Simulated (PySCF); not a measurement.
**RhOCl: a ladder of methods**

How much do the numbers for RhOCl (singlet) hang on the method? All levels run at one geometry, the PBE0 minimum.

Computed with PySCF 2.14.0. Level: several methods, basis Rh def2-TZVP with ECP28, O def2-TZVP, Cl def2-TZVP, scalar-relativistic core potentials, no spin–orbit coupling, density fitting.

## 1. Where the work starts

3 atoms, charge 0, spin multiplicity 1.

Bond lengths: Rh1–O2 1.670 Å, Rh1–Cl3 2.140 Å. Angles: O2–Rh1–Cl3 180.0°.

Coordinates in bohr (charge 0 multiplicity 1):
```
Rh    0.0000    0.0000   -0.5909
O     0.0000    0.0000   -3.7475
Cl    0.0000    0.0000    3.4531
```

## 2. PBE0

One driver script runs all steps and calls PySCF; scf.py shows the equivalent input of each level. Each SCF starts from the density of the minimum. The driver also runs the species with one electron less or more at the same geometry (one less: multiplicity 2, one more: multiplicity 2); their logs are not shown.

Input file scf.py:

```python
from pyscf import gto, scf, dft
mol = gto.M(atom='''
Rh    -0.000000    -0.000000    -0.312700
O     -0.000000    -0.000000    -1.983103
Cl     0.000000     0.000000     1.827287''',
    basis={'Rh': 'def2-TZVP', 'O': 'def2-TZVP', 'Cl': 'def2-TZVP'},
    ecp={'Rh': 'def2-TZVP'},
    charge=0, spin=0)
mf = dft.RKS(mol, xc='PBE0')
mf.grids.atom_grid = (99, 590)
aux = {'Rh': 'def2-universal-JKFIT', 'O': 'def2-universal-JKFIT', 'Cl': 'def2-universal-JKFIT'}
mf = mf.density_fit(auxbasis=aux)
mf.kernel()
```

## 3. HF

Changes to scf.py since step 2:

```diff
@@ -9,2 +9 @@
-mf = dft.RKS(mol, xc='PBE0')
-mf.grids.atom_grid = (99, 590)
+mf = scf.RHF(mol)
```

## 4. PBE

Changes to scf.py since step 3:

```diff
@@ -9 +9,2 @@
-mf = scf.RHF(mol)
+mf = dft.RKS(mol, xc='PBE')
+mf.grids.atom_grid = (99, 590)
```

## 5. r2SCAN

Changes to scf.py since step 4:

```diff
@@ -9 +9 @@
-mf = dft.RKS(mol, xc='PBE')
+mf = dft.RKS(mol, xc='R2SCAN')
```

(Steps that only read results are left out.)

**Question.** What will these runs give? Wanted: atomisation energy, range; vertical ionisation energy, range; vertical electron affinity, range; orbital gap, range.

The runs gave:

```
                         quantity                          value
        atomisation energy, range  -114 (HF) to 690 (PBE) kJ/mol
vertical ionisation energy, range  7.04 (HF) to 9.22 (r2SCAN) eV
vertical electron affinity, range    3.38 (PBE0) to 4.23 (HF) eV
               orbital gap, range   -0.93 (PBE) to 10.70 (HF) eV
```

The atomisation energy spreads over 804 kJ/mol, from HF to PBE; without a CCSD(T) value for it there is no yardstick here. A negative gap means that an empty level lies below a filled one. Spin contamination is strong in at least one of the open-shell species at PBE0, HF. Without diffuse functions electron affinities tend to come out too low. Spin polarisation would lower this closed shell, so its numbers describe a constrained state.
